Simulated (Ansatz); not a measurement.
Consider a check of PAW against all-electron LAPW of Ti2CN, space group R-3m (Ansatz 0.2.0, Python API).

`run_paw_lapw.py`
```python
"""PAW against all-electron LAPW for Ti2CN."""

import ansatz as az
import numpy as np


def count_gap(report):
    # lowest empty less highest filled band, counting bands; zero where they overlap
    return max(report.get("gap_by_band_count_ev") or 0.0, 0.0)


def main() -> None:
    lattice = az.Lattice.of(
        (1.513624, 0.873891, 4.955528),
        (-1.513624, 0.873891, 4.955528),
        (0.0, -1.747782, 4.955528),
    )
    sites = [
        ("Ti", (0.749233, 0.749233, 0.749233)),
        ("Ti", (0.250767, 0.250767, 0.250767)),
        ("C", (0.0, 0.0, 0.0)),
        ("N", (0.5, 0.5, 0.5)),
    ]
    xtal = az.Crystal(lattice=lattice)
    for symbol, position in sites:
        xtal = xtal.atom(symbol, position)

    calculation = (
        xtal.calculation()
        .kpoints(9, center="gamma")
        .occupations(az.OccupationsMethod.FERMI_DIRAC)
        .functional("lda")
        .stress()
        .forces()
        .band_table()
    )
    variants = {
        "PAW": calculation.pseudopotentials("paw"),
        "LAPW": calculation.pseudopotentials("all_electron", lapw=True),
    }
    # totals differ by the cores that each treatment holds, so compare what does not depend on them
    rows = []
    for label, variant in variants.items():
        r = variant.run(threads=1).report
        levels = np.array(r["eigenvalues_ev"][0]) - r["fermi_energy_ev"]
        print(label, "levels at the first k-point near E_F:", np.round(levels[np.abs(levels) < 5], 3))
        rows.append((label, r["n_electrons"], np.trace(r["stress_gpa"]) / 3, float(np.abs(r["forces_ev_ang"]).max()), count_gap(r)))
    print("     treatment  electrons in bands           P GPa  max force component eV/A  gap by band count eV")
    for row in rows:
        print(f"{str(row[0]):>14s}  {row[1]:18.1f}  {row[2]:14.3f}  {row[3]:24.4f}  {row[4]:20.3f}")


if __name__ == "__main__":
    main()
```

How well do the two treatments of the cores agree on the pressure?

PAW gives -13.015 GPa and LAPW -12.924 GPa, 0.09 GPa apart. They took 3.6 and 69.1 s of processor time.

What the script printed:

```console
$ python run_paw_lapw.py
DeckWarning: basis.ecutwfc = 420 eV, auto-derived from the records' recommended cutoffs: set by Ti (normal level)
PAW levels at the first k-point near E_F: [-4.431 -4.431 -0.41  -0.222 -0.222 -0.174 -0.151 -0.151  0.983  0.983]
LAPW levels at the first k-point near E_F: [-4.431 -4.431 -0.41  -0.222 -0.222 -0.174 -0.152 -0.152  0.982  0.982
  2.144]
     treatment  electrons in bands           P GPa  max force component eV/A  gap by band count eV
           PAW                33.0         -13.015                    0.1126                 0.000
          LAPW                53.0         -12.924                    0.1155                 0.000
```
(Warnings from the package without file and line.)

What to keep in mind:
- Total energies depend on the potentials; only differences at equal settings carry meaning. A total without «per atom» is that of the whole cell that was run.
- Spin is left out of this run.
- The computed bands are complete only to about 1.0 eV above the Fermi level.
- The mesh is modest for a metal, so energies can be off by several to tens of meV an atom and pressures by half a GPa or more; differences at equal mesh fare better.
- A gap by band count of zero or less means overlapping bands, a metal, and at an odd count of electrons it is no gap at all.
- At these settings the cell as given stands under about -13 GPa, so it isn't at this functional's equilibrium volume.
- This cell is a computed structure, which may not be the phase found in nature.
- Gaps and levels are Kohn-Sham values on a finite set of k-points.
- Pressure is positive in compression; the treatments may keep other shells as core, so totals and counts of electrons can differ.
- Wall time of the script: 74 s on 1 thread of Arm Neoverse V1, with other jobs on the host, peak memory 0.9 GiB.
